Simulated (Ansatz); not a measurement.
# AlGaHF (triplet): from Hartree-Fock to the top rungs, cc-pVDZ

One table from this session's results is given with a row withheld; the runs are named, their logs left out.

Program: Ansatz 0.2.0, Gaussian basis. Level of theory: cc-pVDZ, core rule «outside noble gas», up to 20 orbitals frozen. These are calculated values, not measurements.

Plan: UHF; CCSD(T) on ROHF; CCSD(T) on UHF; BCCD(T) on ROHF; CISD; CCSDT(Q) on ROHF; CCSDT(Q) on UHF; CASSCF and NEVPT2, 10 electrons in 10 orbitals.

22 further runs of the same task are left out: 2 for a known fault of the program, 7 that didn't finish, 13 set aside as unsound or not needed.

## What is computed

The geometry is a PBE0/def2-TZVP stationary point (not a proven minimum) of the parent state, kept for this charge and spin. No spin-orbit coupling is included. The filled d shell of Ga may be among the frozen orbitals whatever the setting's name suggests; the logs give the count.

4 atoms, charge 0, spin multiplicity 3.

Atoms are counted from 1 here; the program's logs count them from 0.

Bond lengths: F1–Al2 1.661 Å, Al2–Ga3 2.657 Å, Al2–H4 1.951 Å, Ga3–H4 1.849 Å. Angles: F1–Al2–Ga3 150.2°, F1–Al2–H4 106.1°, Ga3–Al2–H4 44.1°, Al2–Ga3–H4 47.2°, Al2–H4–Ga3 88.7°.

Coordinates:

```
F     0.0000    0.2780    2.8734
Al    0.0000   -0.3368    1.3309
Ga    0.0000    0.0372   -1.2999
H     0.0000    1.2041    0.1341
```

The first run:

in.yaml reads:

```yaml
crystal:
  periodic: [false, false, false]
  atoms:
    - {symbol: F, position_ang: [0.000000, 0.278033, 2.873384]}
    - {symbol: Al, position_ang: [0.000000, -0.336799, 1.330867]}
    - {symbol: Ga, position_ang: [0.000000, 0.037169, -1.299911]}
    - {symbol: H, position_ang: [0.000000, 1.204076, 0.134100]}
basis:
  gaussian: {orbitals: cc-pVDZ}
magnetization: {spin_polarized: true, initial_magnetization: 2}
hamiltonian: {xc: hf}
output: {orbitals: {seedname: orbitals}}
```

Run with:

```
> ansatz run in.yaml --threads 1 --pin off --events-out ev --progress --plain --max-ram 2393MiB
```

Steps of the session up to this table: UHF; CCSD(T) on ROHF; CCSD(T) on UHF; BCCD(T) on ROHF; CISD; CCSDT(Q) on ROHF; CCSDT(Q) on UHF; CASSCF and NEVPT2, 10 electrons in 10 orbitals.

One of the session's tables, all rows but one given; the rest of the session is left out.

| method | from UCCSDT(Q) (kJ/mol) |
| --- | --- |
| ROHF | +838.6 |
| UHF | +833.7 |
| RMP2 | +92.0 |
| UMP2 | +90.8 |
| RCCSD | +24.9 |
| UCCSD | +24.5 |
| RCCSD(T) | +5.8 |
| UCCSD(T) | +5.6 |
| BCCD(T) | ? |
| RCCSDT | +2.1 |
| UCCSDT | +1.9 |
| RCCSDT(Q) | +0.4 |
| UCCSDT(Q) | 0 |

Estimate the missing values for BCCD(T).

As computed: from UCCSDT(Q) (kJ/mol): +5.2. In the column «from UCCSDT(Q) (kJ/mol)» it lies between RCCSDT (+2.1) and UCCSD(T) (+5.6).

Not comparable, so not listed: CISD (they don't share determinant, frozen orbitals or solution with the rows shown, or repeat one).

Caveats from the session: Left out of the table: CASSCF frontier, NEVPT2 frontier (the active space lost an orbital or holds another state than full CI finds). Restricted and unrestricted rows rest on different reference determinants; where their highest levels disagree by more than a few hundredths of an eV, they describe different states and don't form one ladder. Warnings in the runs' records: passed over end.
